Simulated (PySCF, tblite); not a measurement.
**H11NO3Si4, a small molecule taken as a stand-in for a surface group (silica-backed Si): NMR shifts, core binding energies and electronic excitations**

What NMR shifts, core binding energies and electronic excitations should one expect for `N[Si](O[SiH3])(O[SiH3])O[SiH3]`?

Programs: tblite 0.8.0 and PySCF 2.14.0. All values are calculated, for the isolated system unless a continuum is named. Atoms count from 0, parts from 1.

## (1) Starting point

19 atoms, charge 0, multiplicity 1; geometry: distance geometry start.

## (2) Relaxing the cluster with GFN2-xTB

Job settings and geometry (Å):

```
{"job": {"kind": "relax", "xc": "GFN2-xTB", "basis": "xTB"}, "charge": 0, "multiplicity": 1}
Si    -1.044054     1.430024    -1.846494
O     -0.015629     0.240018    -1.400814
Si     0.389845    -0.601271    -0.061327
O     -0.813533    -1.548371     0.473720
Si    -2.158420    -1.449307     1.418541
O      1.047441     0.321962     1.110927
Si     2.215767     1.460583     1.353009
N      1.567852    -1.688743    -0.570992
H     -0.874690     2.648003    -1.004426
H     -0.789539     1.808178    -3.276180
H     -2.460866     0.953904    -1.743316
H     -2.987305    -0.343101     1.010950
H     -2.954412    -2.700825     1.313966
H     -1.753519    -1.281681     2.870973
H      3.566054     0.819715     1.242814
H      2.076659     1.987231     2.730684
H      2.084489     2.536542     0.380571
H      1.715182    -2.358592     0.196394
H      1.180802    -2.208791    -1.359174
```

Level: GFN2-xTB geometry optimisation, gas phase.

The run is started by

```console
> OMP_NUM_THREADS=1 python cluster_run.py task.json out
```

The driver reads the jobs from task.json and runs them one after another.

Standard output:

```text
step      E/eV     max force
  0    -761.57936    1.822
  1    -761.69559    0.796
  2    -761.77225    0.699
  3    -761.83300    0.737
  4    -761.88104    0.652
  5    -761.93721    0.496
  6    -761.96592    0.479
  7    -761.99129    0.349
  8    -762.00480    0.279
  9    -762.01692    0.242
 10    -762.02805    0.260
 11    -762.03871    0.257
 12    -762.04844    0.202
 13    -762.05583    0.174
 14    -762.06058    0.132
 15    -762.06343    0.110
 16    -762.06527    0.097
 17    -762.06723    0.112
 18    -762.06944    0.133
 19    -762.07121    0.110
 20    -762.07221    0.067
 21    -762.07278    0.069
 22    -762.07339    0.064
 23    -762.07421    0.073
 24    -762.07511    0.074
 25    -762.07597    0.065
 26    -762.07676    0.069
 27    -762.07753    0.074
 28    -762.07818    0.061
 29    -762.07864    0.039
 30    -762.07897    0.044
 31    -762.07926    0.046
 32    -762.07951    0.040
 33    -762.07971    0.034
 34    -762.07991    0.035
 35    -762.08014    0.047
 36    -762.08038    0.047
 37    -762.08061    0.031
 38    -762.08084    0.037
 39    -762.08118    0.051
 40    -762.08175    0.094
 41    -762.08256    0.111
 42    -762.08329    0.076
 43    -762.08377    0.049
 44    -762.08415    0.050
 45    -762.08464    0.080
 46    -762.08536    0.104
 47    -762.08603    0.079
 48    -762.08640    0.031
 49    -762.08657    0.032
 50    -762.08672    0.038
 51    -762.08693    0.053
 52    -762.08715    0.043
 53    -762.08729    0.021
 54    -762.08736    0.019
 55    -762.08742    0.025
 56    -762.08753    0.034
 57    -762.08768    0.033
 58    -762.08784    0.031
 59    -762.08799    0.031
 60    -762.08812    0.027
 61    -762.08822    0.023
 62    -762.08830    0.022
 63    -762.08839    0.027
 64    -762.08854    0.040
 65    -762.08878    0.051
 66    -762.08908    0.052
 67    -762.08931    0.035
 68    -762.08945    0.033
 69    -762.08958    0.033
 70    -762.08983    0.049
 71    -762.09029    0.069
 72    -762.09087    0.070
 73    -762.09124    0.041
 74    -762.09143    0.027
 75    -762.09155    0.038
 76    -762.09175    0.051
 77    -762.09213    0.052
 78    -762.09243    0.027
 79    -762.09259    0.022
 80    -762.09267    0.024
 81    -762.09276    0.032
 82    -762.09288    0.032
 83    -762.09303    0.029
 84    -762.09314    0.028
 85    -762.09322    0.021
 86    -762.09329    0.020
 87    -762.09335    0.018
 88    -762.09341    0.016
 89    -762.09346    0.019
 90    -762.09350    0.018
 91    -762.09357    0.020
 92    -762.09367    0.024
 93    -762.09380    0.025
 94    -762.09393    0.023
 95    -762.09404    0.025
 96    -762.09415    0.029
 97    -762.09427    0.033
 98    -762.09444    0.028
 99    -762.09464    0.030
100    -762.09489    0.038
101    -762.09519    0.038
102    -762.09549    0.056
103    -762.09583    0.053
104    -762.09628    0.044
105    -762.09673    0.045
106    -762.09747    0.060
107    -762.09861    0.074
108    -762.09993    0.083
109    -762.09430    0.281
110    -762.10139    0.050
111    -762.10214    0.044
112    -762.10345    0.115
113    -762.10398    0.053
114    -762.10428    0.042
115    -762.10540    0.048
116    -762.10592    0.046
117    -762.10653    0.053
118    -762.10680    0.056
119    -762.10717    0.055
120    -762.10748    0.042
121    -762.10774    0.051
122    -762.10803    0.038
123    -762.10829    0.032
124    -762.10860    0.031
125    -762.10904    0.053
126    -762.10959    0.062
127    -762.11009    0.053
128    -762.11045    0.038
129    -762.11073    0.036
130    -762.11104    0.054
131    -762.11149    0.042
132    -762.11211    0.037
133    -762.11246    0.040
134    -762.11291    0.051
135    -762.11356    0.054
136    -762.11424    0.055
137    -762.11502    0.067
138    -762.11593    0.065
139    -762.11670    0.096
140    -762.11774    0.111
141    -762.11872    0.072
142    -762.12000    0.046
143    -762.12063    0.056
144    -762.12219    0.087
145    -762.12334    0.079
146    -762.12424    0.048
147    -762.12471    0.052
148    -762.12513    0.046
149    -762.12550    0.039
150    -762.12582    0.037
151    -762.12610    0.030
152    -762.12631    0.029
153    -762.12658    0.037
154    -762.12684    0.037
155    -762.12712    0.044
156    -762.12744    0.044
157    -762.12786    0.054
158    -762.12826    0.044
159    -762.12854    0.036
160    -762.12873    0.036
161    -762.12894    0.039
162    -762.12921    0.046
163    -762.12955    0.042
164    -762.12985    0.045
165    -762.13011    0.033
166    -762.13038    0.048
167    -762.13074    0.055
168    -762.13118    0.052
169    -762.13165    0.045
170    -762.13210    0.038
171    -762.13249    0.043
172    -762.13283    0.055
173    -762.13315    0.055
174    -762.13347    0.048
175    -762.13382    0.036
176    -762.13418    0.040
177    -762.13449    0.039
178    -762.13473    0.041
179    -762.13492    0.028
180    -762.13510    0.036
181    -762.13525    0.030
182    -762.13536    0.021
183    -762.13542    0.016
184    -762.13547    0.020
185    -762.13553    0.025
186    -762.13560    0.021
187    -762.13566    0.019
188    -762.13573    0.021
189    -762.13581    0.029
190    -762.13591    0.038
191    -762.13604    0.034
192    -762.13618    0.026
193    -762.13631    0.027
194    -762.13644    0.031
195    -762.13658    0.034
196    -762.13671    0.023
197    -762.13682    0.020
198    -762.13692    0.021
199    -762.13703    0.031
200    -762.13719    0.034
201    -762.13719    0.034
202    -762.13932    0.070
203    -762.14019    0.057
204    -762.14124    0.089
205    -762.14174    0.117
206    -762.13319    0.313
207    -762.14281    0.195
208    -762.13796    0.273
209    -762.14249    0.155
210    -762.14334    0.066
211    -762.14417    0.089
212    -762.14326    0.270
213    -762.14469    0.040
214    -762.14379    0.133
215    -762.14517    0.023
216    -762.14535    0.053
217    -762.14575    0.042
218    -762.14607    0.099
219    -762.14654    0.029
220    -762.14686    0.054
221    -762.14719    0.040
222    -762.14732    0.038
223    -762.14739    0.049
224    -762.14754    0.017
225    -762.14757    0.017
226    -762.14760    0.023
227    -762.14762    0.016
228    -762.14766    0.013
229    -762.14767    0.012
230    -762.14768    0.007
```

Wall time 13 s (1 thread of Arm Neoverse V1, shared host).

The steps of the relaxation:

```tsv
step	energy from step 0 (eV)	largest force (eV/Å)
0	0.0000	1.8221
9	-0.4376	0.2423
18	-0.4901	0.1332
27	-0.4982	0.0734
36	-0.5010	0.0465
45	-0.5053	0.0805
54	-0.5080	0.0185
63	-0.5090	0.0274
72	-0.5115	0.0701
81	-0.5134	0.0314
90	-0.5141	0.0181
99	-0.5153	0.0305
108	-0.5206	0.0832
117	-0.5272	0.0528
126	-0.5302	0.0627
135	-0.5342	0.0544
144	-0.5428	0.0867
153	-0.5472	0.0367
162	-0.5498	0.0460
171	-0.5531	0.0427
180	-0.5557	0.0357
189	-0.5565	0.0285
198	-0.5576	0.0212
207	-0.5635	0.1957
216	-0.5660	0.0529
225	-0.5682	0.0164
230	-0.5683	0.0070
```

Close pairs (by a distance rule), those that changed most:

```tsv
bond	before (Å)	after (Å)	change (Å)
Si4–H13	1.517	1.465	-0.052
Si0–H9	1.501	1.460	-0.040
Si6–H14	1.499	1.461	-0.038
Si0–H10	1.498	1.465	-0.033
O5–Si6	1.649	1.618	-0.032
O3–Si4	1.647	1.619	-0.027
Si2–N7	1.682	1.709	+0.026
Si4–H11	1.441	1.466	+0.025
```

## (3) Relaxing the molecule at PBE0-D3(BJ)/def2-SVP

Job settings and geometry (Å):

```
{"job": {"xc": "PBE0", "basis": "def2-SVP", "d3": "d3bj", "grid": 2, "kind": "geom", "shake": 0.01}, "charge": 0, "multiplicity": 1}
Si    -0.998769     1.275497    -1.920901
O      0.028695     0.102407    -1.641299
Si     0.628964    -0.798084    -0.459516
O     -0.545596    -1.437138     0.388094
Si    -1.786524    -1.099402     1.406091
O      1.533992     0.107368     0.551137
Si     1.519717     1.479369     1.399359
N      1.710588    -1.933564    -1.176192
H     -0.943706     2.325254    -0.854437
H     -0.578091     1.797173    -3.213956
H     -2.373375     0.720221    -1.964659
H     -2.443242     0.154639     1.031841
H     -2.680967    -2.249100     1.260820
H     -1.235319    -0.973736     2.770031
H      2.564656     1.246911     2.380787
H      0.199733     1.682629     2.039943
H      1.801770     2.601825     0.487528
H      2.259481    -2.485386    -0.551846
H      1.317071    -2.519069    -1.904619
```

Standard output:

```text
step   0  E = -1443.90146661  max force = 0.058874
step   1  E = -1443.91780057  max force = 0.012959
step   2  E = -1443.91826811  max force = 0.005703
step   3  E = -1443.91840346  max force = 0.001290
step   4  E = -1443.91846248  max force = 0.001644
step   5  E = -1443.91850584  max force = 0.002056
step   6  E = -1443.91853028  max force = 0.001233
step   7  E = -1443.91853915  max force = 0.000681
step   8  E = -1443.91854136  max force = 0.000370
optimisation converged
```

Run time: 3.7 min. Hardware: 1 thread of Arm Neoverse V1, shared host; peak memory 1.1 GiB.

Relaxation path:

```tsv
step	energy from step 0 (eV)	largest force component (eV/Å)
0	0.0000	3.0274
1	-0.4445	0.6664
2	-0.4572	0.2933
3	-0.4609	0.0663
4	-0.4625	0.0845
5	-0.4637	0.1057
6	-0.4643	0.0634
7	-0.4646	0.0350
8	-0.4646	0.0190
```

Distances of close pairs at the start and the end, largest changes first:

```tsv
bond	before (Å)	after (Å)	change (Å)
Si0–O1	1.584	1.657	+0.073
Si2–O3	1.583	1.654	+0.071
O5–Si6	1.613	1.656	+0.043
O1–Si2	1.602	1.645	+0.043
Si6–H14	1.452	1.490	+0.037
Si0–H9	1.456	1.489	+0.033
Si4–H11	1.464	1.497	+0.032
Si2–N7	1.724	1.694	-0.030
```

The end geometry stands in the next job.

```tsv
at the end point	value
point group (found at 0.08 Å tolerance)	C1
rotational constants (GHz, main isotopes)	0.851, 0.813, 0.711
dipole moment (D)	0.66
```

## (4) NMR shieldings: PBE0/pcSseg-1

Job settings and geometry (Å):

```
{"job": {"kind": "nmr", "xc": "PBE0", "basis": "pcSseg-1"}, "charge": 0, "multiplicity": 1}
Si    -1.088083     1.240664    -2.000245
O      0.031257     0.058881    -1.690519
Si     0.698816    -0.835971    -0.482088
O     -0.542375    -1.487999     0.395041
Si    -1.776632    -1.109468     1.433178
O      1.583968     0.102965     0.538786
Si     1.565638     1.487396     1.448164
N      1.734814    -1.981871    -1.177726
H     -1.038947     2.285501    -0.930676
H     -0.769617     1.862737    -3.315539
H     -2.462832     0.659305    -2.043600
H     -2.398403     0.195498     1.045327
H     -2.806604    -2.184029     1.363130
H     -1.267276    -1.000461     2.832653
H      2.646479     1.397650     2.469335
H      0.245253     1.633332     2.136669
H      1.790792     2.682181     0.582384
H      2.402322    -2.479827    -0.602692
H      1.430717    -2.528517    -1.973253
```

With the program's defaults for keys left out, this is: GIAO PBE0/pcSseg-1 NMR shielding, non-relativistic, gas phase.

Standard output:

```text
coarse grid: 17640 points
cycle   1  E = -1444.0842849126  dE =  6.818e-01  |g| = 1.235e+00  |ddm| = 4.038e+00
cycle   2  E = -1443.6791029061  dE =  4.052e-01  |g| = 1.906e+00  |ddm| = 2.114e+00
cycle   3  E = -1444.3453813134  dE = -6.663e-01  |g| = 1.300e-01  |ddm| = 1.508e+00
cycle   4  E = -1444.3481938769  dE = -2.813e-03  |g| = 6.606e-02  |ddm| = 1.517e-01
cycle   5  E = -1444.3490302377  dE = -8.364e-04  |g| = 1.371e-02  |ddm| = 4.797e-02
cycle   6  E = -1444.3490690914  dE = -3.885e-05  |g| = 2.436e-03  |ddm| = 1.333e-02
cycle   7  E = -1444.3490700836  dE = -9.921e-07  |g| = 1.008e-03  |ddm| = 2.534e-03
final grid: 151416 points
cycle   8  E = -1444.4203236267  dE = -1.509e-05  |g| = 1.167e-02  |ddm| = 2.125e-02
cycle   9  E = -1444.4202922185  dE =  3.141e-05  |g| = 1.761e-02  |ddm| = 1.663e-02
cycle  10  E = -1444.4203464804  dE = -5.426e-05  |g| = 5.608e-04  |ddm| = 1.050e-02
cycle  11  E = -1444.4203465370  dE = -5.660e-08  |g| = 2.010e-04  |ddm| = 6.458e-04
cycle  12  E = -1444.4203465446  dE = -7.615e-09  |g| = 6.003e-05  |ddm| = 1.635e-04
cycle  13  E = -1444.4203465453  dE = -6.266e-10  |g| = 1.758e-05  |ddm| = 5.493e-05
converged SCF energy = -1444.4203465453

GIAO shielding tensors (ppm)
atom      isotropic    diamagn.    paramagn.     s11        s22        s33       span
  0 Si     391.222     880.133    -488.910    348.371    362.071    463.225    114.854
  1 O      289.897     403.047    -113.150    253.779    294.938    320.974     67.195
  2 Si     428.823     882.891    -454.068    404.201    415.479    466.790     62.588
  3 O      280.455     403.448    -122.993    246.084    287.649    307.633     61.550
  4 Si     392.543     880.320    -487.777    348.692    364.526    464.412    115.720
  5 O      290.271     403.283    -113.012    253.735    295.518    321.560     67.826
  6 Si     391.737     880.122    -488.384    347.613    362.760    464.839    117.226
  7 N      243.528     317.940     -74.413    214.265    241.382    274.937     60.672
  8 H       26.037      31.875      -5.838     22.550     25.475     30.086      7.536
  9 H       26.278      28.561      -2.283     22.849     24.175     31.810      8.960
 10 H       26.136      30.081      -3.946     22.794     24.659     30.955      8.161
 11 H       26.000      32.086      -6.086     22.541     25.521     29.937      7.396
 12 H       26.290      28.788      -2.498     22.909     24.184     31.775      8.866
 13 H       26.126      30.079      -3.953     22.812     24.582     30.985      8.173
 14 H       26.300      28.616      -2.316     22.879     24.212     31.810      8.931
 15 H       25.997      31.835      -5.838     22.410     25.598     29.984      7.574
 16 H       26.101      29.917      -3.816     22.750     24.558     30.995      8.245
 17 H       30.588      29.555       1.033     23.287     26.522     41.956     18.668
 18 H       30.596      29.512       1.084     23.306     26.494     41.988     18.681
```

It took 41 s on 1 thread of Arm Neoverse V1, shared host; peak memory 1.4 GiB.

Shifts follow as δ = σ(reference) − σ, with reference shieldings (ppm) from runs at the same level and on the same kind of geometry: 1H TMS 31.27, 29Si TMS 352.0, 15N NH3 265.7, 17O H2O 334.6. The references are single molecules in the gas phase, so shifts against H2O, NH3, PH3, H3PO4 or CFCl3 are not on the usual liquid scales and can be off by tens of ppm.

```tsv
atoms	environment	σ (ppm)	δ (ppm)
H15	hydrogen on a silicon bonded to O	26.00	5.27
H11	hydrogen on a silicon bonded to O	26.00	5.27
H8	hydrogen on a silicon bonded to O	26.04	5.23
H16	hydrogen on a silicon bonded to O	26.10	5.17
H13	hydrogen on a silicon bonded to O	26.13	5.14
H10	hydrogen on a silicon bonded to O	26.14	5.13
H9	hydrogen on a silicon bonded to O	26.28	4.99
H12	hydrogen on a silicon bonded to O	26.29	4.98
H14	hydrogen on a silicon bonded to O	26.30	4.97
H17	hydrogen on a nitrogen bonded to Si	30.59	0.68
H18	hydrogen on a nitrogen bonded to Si	30.60	0.67
Si0	silicon bonded to O, 3 H	391.2	-39.2
Si6	silicon bonded to O, 3 H	391.7	-39.7
Si4	silicon bonded to O, 3 H	392.5	-40.6
Si2	silicon bonded to N, 3 O	428.8	-76.8
O3	oxygen bonded to 2 Si	280.5	54.1
O1	oxygen bonded to 2 Si	289.9	44.7
O5	oxygen bonded to 2 Si	290.3	44.3
N7	nitrogen bonded to Si, 2 H	243.5	22.1
```

The run also stored atomic charges by several schemes (e):

```tsv
atoms	Mulliken	IAO	Hirshfeld	ESP fit
Si0	0.68	0.85	0.39	0.55
O1	-0.76	-0.87	-0.31	-0.47
Si2	1.42	1.62	0.55	1.12
O3	-0.76	-0.88	-0.32	-0.56
Si4	0.68	0.85	0.38	0.60
O5	-0.76	-0.87	-0.31	-0.46
Si6	0.69	0.85	0.39	0.54
N7	-0.61	-0.85	-0.31	-1.17
```

Mayer bond orders: Si0–O1 0.91, O1–Si2 0.90, Si2–O3 0.89, O3–Si4 0.92, Si2–O5 0.90, O5–Si6 0.91, Si2–N7 1.11.

[end of part 1 of 2]
